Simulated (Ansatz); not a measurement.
# InRu2: a trial structure relaxed

The task: take a trial cell of InRu2 to zero force and stress.

Computed with Ansatz 0.2.0 (DFT PBE, scalar-relativistic, plane waves, PAW, unless a step's input says otherwise).

## Step 1: The structure to begin with

It takes space group P-6m2 (No. 187, hexagonal). The conventional cell has a = 2.538 Å, b = 2.538 Å, c = 12.491 Å, α = 90.00°, β = 90.00°, γ = 120.00°. Around In (site symmetry -6m2) lie 6 Ru at 1.94 Å. Around Ru (site symmetry 3m) lie 3 In at 1.94 Å.

Coordinates:

```xyz
3
Lattice="2.5377 0.0000 0.0000 -1.2689 2.1977 0.0000 0.0000 0.0000 12.4911" Properties=species:S:1:pos:R:3 pbc="T T T"
In    0.0000    0.0000    0.0000
Ru    0.0000    1.4652   11.2152
Ru    0.0000    1.4652    1.2759
```

Recipe of the guess: species swapped into a database cell of Te2Mo (P-6m2, No. 187), with Ru on the Te sites and In on the Mo sites. Its size is a rough estimate.

## Step 2: Probe: one point on a coarse mesh

input.yaml

```yaml
crystal:
  lattice:
    - [2.53772777, 0.0, 0.0]
    - [-1.26886389, 2.19773672, 0.0]
    - [0.0, 0.0, 12.49111772]
  atoms:
    - { symbol: In, position: [0.0, 0.0, 0.0] }
    - { symbol: Ru, position: [0.33333333, 0.66666667, 0.89785546] }
    - { symbol: Ru, position: [0.33333333, 0.66666667, 0.10214454] }
basis:
  ecutwfc: 420
kpoints:
  mp_grid: { grid: [6, 6, 2] }
hamiltonian:
  xc: pbe
scf:
  occupations: { method: gaussian, width: 0.1 }
  lower_state_search: "off"
output:
  forces: true
  stress: true
  eigenvalues: true
```

Command:

```console
> ansatz run input.yaml --threads 1 --pin off --max-ram 2560MiB --backend cpu --events-out ev --progress --plain --runs-dir out
```

Further runs follow: rough relaxation on the coarse mesh; spin check on a coarse mesh; full relaxation.

What does the calculation give? Wanted: conventional cell; volume; energy over the elements; gap on the mesh; total moment.

The runs gave:

| quantity | value |
| --- | --- |
| symmetry at the end (tolerance 0.05 Å) | space group P-6m2 (No. 187) |
| conventional cell | a = 2.809 Å, b = 2.809 Å, c = 13.339 Å, α = 90.00°, β = 90.00°, γ = 120.00° |
| volume | 30.38 Å³/atom |
| energy over the elements | +1.16 eV/atom |
| gap on the mesh | none (metal) |
| total moment | 0.46 μB/cell |

In words: The space group P-6m2 (No. 187) is kept, and the volume per atom grows by 30.8 % from the first guess. The formation energy is positive, so the separate elements lie lower. No finished test with a distortion of lower symmetry is shown, so the end may be a saddle point. Where forces pass 15 eV/Å atoms stand far too close, the PAW spheres overlap strongly and those numbers are rough. Other magnetic orders were not searched.
